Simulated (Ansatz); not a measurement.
# CH₄BFGe: a ladder of functionals and wavefunction methods

How much do the methods differ for CH₄BFGe? The plan is to run it at one geometry with functionals of several rungs and with coupled cluster. The yardstick is the atomisation energy at the CCSD(T) limit.

The runs use Ansatz 0.2.0, Gaussian basis; functionals in def2-TZVPP, the program's frozen cores in correlated methods.

The runs, in order: LDA (SPW92), PBE-D4, revPBE-D4, BLYP-D4, r2SCAN-D4, B97M-V, PBE0-D4, B3LYP-D4, r2SCANh-D4, r2SCAN0-D4, HSE06-D4, BHLYP-D4, CAM-B3LYP-D4, LC-ωPBE, ωB97X-V, ωB97M-V, B2PLYP, PBE-QIDH; CCSD(T)/def2-SVP; CCSD(T)/def2-TZVPP; MP2/def2-QZVPP; extrapolation to the limit; RPA on PBE.

## 1. The relaxed structure

The geometry comes from an earlier relaxation with PBE0-D4 in a triple-zeta def2 set; it is a stationary point, not always the lowest conformer.

SMILES `F[B]1[CH2][GeH2]1`, 8 atoms, charge 0, spin multiplicity 1.

Atoms are counted from 1 here; the program's logs count them from 0.

Bond lengths: F1–B2 1.314 Å, B2–C3 1.490 Å, B2–Ge4 1.992 Å, C3–Ge4 2.148 Å, C3–H5 1.088 Å, C3–H6 1.089 Å, Ge4–H7 1.530 Å, Ge4–H8 1.537 Å. Angles: F1–B2–C3 135.5°, F1–B2–Ge4 137.8°, C3–B2–Ge4 74.6°, B2–C3–Ge4 63.4°, B2–C3–H5 119.8°, B2–C3–H6 123.7°, Ge4–C3–H5 92.6°, Ge4–C3–H6 133.5°, H5–C3–H6 112.8°, B2–Ge4–C3 42.0°, B2–Ge4–H7 126.0°, B2–Ge4–H8 122.0°, C3–Ge4–H7 102.9°, C3–Ge4–H8 119.8°, H7–Ge4–H8 110.9°.

## 2. LDA

This LDA is Slater exchange with PW92 correlation.

in.yaml reads:

```yaml
crystal:
  periodic: [false, false, false]
  atoms:
    - {symbol: F, position_ang: [-1.002428, 1.127492, 1.872939]}
    - {symbol: B, position_ang: [-0.542959, 0.743824, 0.702821]}
    - {symbol: C, position_ang: [0.805298, 0.597318, 0.085682]}
    - {symbol: Ge, position_ang: [-0.676409, -0.849858, -0.484001]}
    - {symbol: H, position_ang: [0.965647, 0.911212, -0.943964]}
    - {symbol: H, position_ang: [1.729282, 0.539090, 0.658259]}
    - {symbol: H, position_ang: [-0.590641, -0.842769, -2.011276]}
    - {symbol: H, position_ang: [-0.595688, -2.283510, 0.063739]}
basis:
  gaussian: {orbitals: def2-TZVPP}
hamiltonian: {xc: lda}
output: {orbitals: {seedname: orbitals}}
```

On the command line:

```console
> ansatz run in.yaml --threads 2 --pin off --events-out ev --progress --plain --max-ram 4352MiB
```

The runs that follow: PBE-D4 (GGA); revPBE-D4 (GGA); BLYP-D4 (GGA); r2SCAN-D4 (meta-GGA); B97M-V (meta-GGA); PBE0-D4 (hybrid); B3LYP-D4 (hybrid); r2SCANh-D4 (hybrid); r2SCAN0-D4 (hybrid); HSE06-D4 (hybrid); BHLYP-D4 (hybrid); CAM-B3LYP-D4 (range-separated); LC-ωPBE (range-separated); ωB97X-V (range-separated); ωB97M-V (range-separated); B2PLYP (double hybrid); PBE-QIDH (double hybrid); CCSD(T) in def2-SVP; CCSD(T) in def2-TZVPP; MP2 in def2-QZVPP; RPA on PBE orbitals.

**Question.** What will the summary of the whole plan be? Wanted: atomisation energy, CCSD(T)/CBS; farthest beyond LDA; mean size of error, GGA; mean size of error, meta-GGA; mean size of error, hybrid; mean size of error, range-separated; mean size of error, double hybrid; gap, smallest and largest; T1 diagnostic.

**Answer**, as computed:

```
                               quantity                                                                                                                               value
        atomisation energy, CCSD(T)/CBS                                                                                                                       2799.3 kJ/mol
 functionals within 28.0 kJ/mol (1.0 %)  revPBE-D4, BLYP-D4, PBE0-D4, B3LYP-D4, r2SCANh-D4, r2SCAN0-D4, HSE06-D4, CAM-B3LYP-D4, LC-ωPBE, ωB97X-V, ωB97M-V, B2PLYP, PBE-QIDH
                    farthest beyond LDA                                                                                                             BHLYP-D4 (-88.5 kJ/mol)
                mean size of error, GGA                                                                                                                         28.8 kJ/mol
           mean size of error, meta-GGA                                                                                                                         38.2 kJ/mol
             mean size of error, hybrid                                                                                                                         25.4 kJ/mol
    mean size of error, range-separated                                                                                                                          4.7 kJ/mol
      mean size of error, double hybrid                                                                                                                         14.4 kJ/mol
              gap, smallest and largest                                                                                           3.67 eV (LDA (SPW92)), 10.31 eV (LC-ωPBE)
                          T1 diagnostic                                                                                                                              0.0131
triples share of the correlation energy                                                                                                                               3.8 %
```

What this shows: The LDA atomisation energy is off by 445.4 kJ/mol (16 %): it overbinds. PBE-D4 is off by +69.2 kJ/mol. Double hybrids carry the basis error of their MP2 part in triple zeta, and no dispersion term here, so their miss is partly the set-up's. The rungs range-separated, double hybrid, hybrid miss on average by less than the doubt on the reference (28.0 kJ/mol), so they tie. Misses under about 28.0 kJ/mol are within the doubt on the reference itself, which lacks core-valence correlation, relativity and higher excitations, and its outer-core shells are covered unevenly. Hartree-Fock recovers 73 % of the binding; the rest is correlation. CCSD(T) in def2-SVP is off by -141.9 kJ/mol, so the small basis spoils what the method gains. Orbital gaps span 3.7 to 10.3 eV; exact exchange widens them. Correlated methods include outer-core shells of Ge, which these sets cover unevenly.
